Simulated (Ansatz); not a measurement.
**CH5AlOSiTe: up Jacob's ladder to CCSD(T)**

An exercise on one series of results from a longer session: the logs are not shown, and one member is left open.

Computed with Ansatz 0.2.0, Gaussian basis. Level: functionals in def2-TZVPP, the program's frozen cores in correlated methods.

The runs, in order: LDA (SPW92), PBE-D4, revPBE-D4, BLYP-D4, r2SCAN-D4, B97M-V, PBE0-D4, B3LYP-D4, r2SCANh-D4, r2SCAN0-D4, HSE06-D4, BHLYP-D4, CAM-B3LYP-D4, LC-ωPBE, ωB97X-V, ωB97M-V, B2PLYP, PBE-QIDH; CCSD(T)/def2-SVP; CCSD(T)/def2-TZVPP; MP2/def2-QZVPP; extrapolation to the limit; RPA on PBE.

### The geometry

The geometry comes from an earlier relaxation with PBE0-D4 in a triple-zeta def2 set; it is a stationary point, not always the lowest conformer. Te takes the def2 core potential; no spin-orbit term is included.

SMILES `O=C[Te][SiH2][AlH2]`, 10 atoms, charge 0, spin multiplicity 1.

Atoms are counted from 1 here; the program's logs count them from 0.

Bond lengths: O1–C2 1.182 Å, C2–Te3 2.187 Å, C2–H6 1.106 Å, Te3–Si4 2.613 Å, Si4–Al5 2.404 Å, Si4–H7 1.487 Å, Si4–H8 1.490 Å, Al5–H9 1.587 Å, Al5–H10 1.581 Å. Angles: O1–C2–Te3 122.7°, O1–C2–H6 124.4°, Te3–C2–H6 112.8°, C2–Te3–Si4 92.3°, Te3–Si4–Al5 69.4°, Te3–Si4–H7 101.7°, Te3–Si4–H8 103.2°, Al5–Si4–H7 124.7°, Al5–Si4–H8 126.7°, H7–Si4–H8 108.6°, Si4–Al5–H9 114.7°, Si4–Al5–H10 118.1°, H9–Al5–H10 126.9°.

Coordinates:

```xyz
10
charge 0, multiplicity 1
O     1.3639   -0.2577    2.8744
C     0.7133   -0.3240    1.8903
Te    1.5938   -0.5938   -0.0937
Si   -0.7504   -0.8905   -1.2092
Al   -0.2340    1.4413   -0.9382
H    -0.3905   -0.2524    1.8639
H    -0.4115   -1.6987   -2.4109
H    -1.4793   -1.7592   -0.2424
H    -0.7227    2.0726    0.4330
H     0.4005    2.2111   -2.1643
```

The first run:

File in.yaml:

```yaml
crystal:
  periodic: [false, false, false]
  atoms:
    - {symbol: O, position_ang: [1.363944, -0.257675, 2.874375]}
    - {symbol: C, position_ang: [0.713312, -0.324009, 1.890318]}
    - {symbol: Te, position_ang: [1.593775, -0.593763, -0.093654]}
    - {symbol: Si, position_ang: [-0.750409, -0.890469, -1.209224]}
    - {symbol: Al, position_ang: [-0.234009, 1.441329, -0.938188]}
    - {symbol: H, position_ang: [-0.390478, -0.252406, 1.863883]}
    - {symbol: H, position_ang: [-0.411462, -1.698699, -2.410931]}
    - {symbol: H, position_ang: [-1.479285, -1.759196, -0.242372]}
    - {symbol: H, position_ang: [-0.722675, 2.072551, 0.433025]}
    - {symbol: H, position_ang: [0.400487, 2.211138, -2.164334]}
basis:
  gaussian: {orbitals: def2-TZVPP}
hamiltonian: {xc: lda}
output: {orbitals: {seedname: orbitals}}
```

Command:

```
ansatz run in.yaml --threads 4 --pin off --events-out ev --progress --plain --max-ram 10444MiB
```

Among the steps run: LDA; PBE-D4 (GGA); revPBE-D4 (GGA); BLYP-D4 (GGA); r2SCAN-D4 (meta-GGA); B97M-V (meta-GGA); B3LYP-D4 (hybrid); r2SCANh-D4 (hybrid); r2SCAN0-D4 (hybrid); HSE06-D4 (hybrid); BHLYP-D4 (hybrid); CAM-B3LYP-D4 (range-separated); LC-ωPBE (range-separated); ωB97X-V (range-separated); ωB97M-V (range-separated); B2PLYP (double hybrid); PBE-QIDH (double hybrid).

One of the session's tables, all rows but one given; the rest of the session is left out.

It belongs to the step «Frontier levels by functional». 

| functional | HOMO (eV) | LUMO (eV) | gap (eV) |
| --- | --- | --- | --- |
| LDA (SPW92) | -6.22 | -3.01 | 3.20 |
| PBE-D4 | -6.08 | -2.76 | 3.33 |
| revPBE-D4 | -6.03 | -2.66 | 3.37 |
| BLYP-D4 | -5.92 | -2.58 | 3.34 |
| r2SCAN-D4 | -6.30 | -2.58 | 3.72 |
| B97M-V | -6.32 | -2.48 | 3.84 |
| PBE0-D4 | -7.03 | -1.69 | 5.34 |
| B3LYP-D4 | -6.83 | -1.88 | 4.95 |
| r2SCANh-D4 | ? | ? | ? |
| r2SCAN0-D4 | -7.17 | -1.62 | 5.56 |
| HSE06-D4 | -6.65 | -2.07 | 4.57 |
| BHLYP-D4 | -7.84 | -0.80 | 7.04 |
| CAM-B3LYP-D4 | -8.16 | -0.64 | 7.52 |
| LC-ωPBE | -9.37 | 0.37 | 9.75 |
| ωB97X-V | -9.09 | 0.29 | 9.37 |
| ωB97M-V | -8.92 | 0.11 | 9.03 |

Q: Estimate the row for r2SCANh-D4 from the others.

Worked estimate for «HOMO (eV)». Against the share of exact exchange, r2SCAN-D4 (0, -6.30), r2SCAN0-D4 (0.25, -7.17) give a slope of -3.48 per unit share; at 0.1 the line stands at -6.65.

The run gave: HOMO (eV): -6.65; LUMO (eV): -2.18; gap (eV): 4.47. In «HOMO (eV)» the line misses by 0.00.
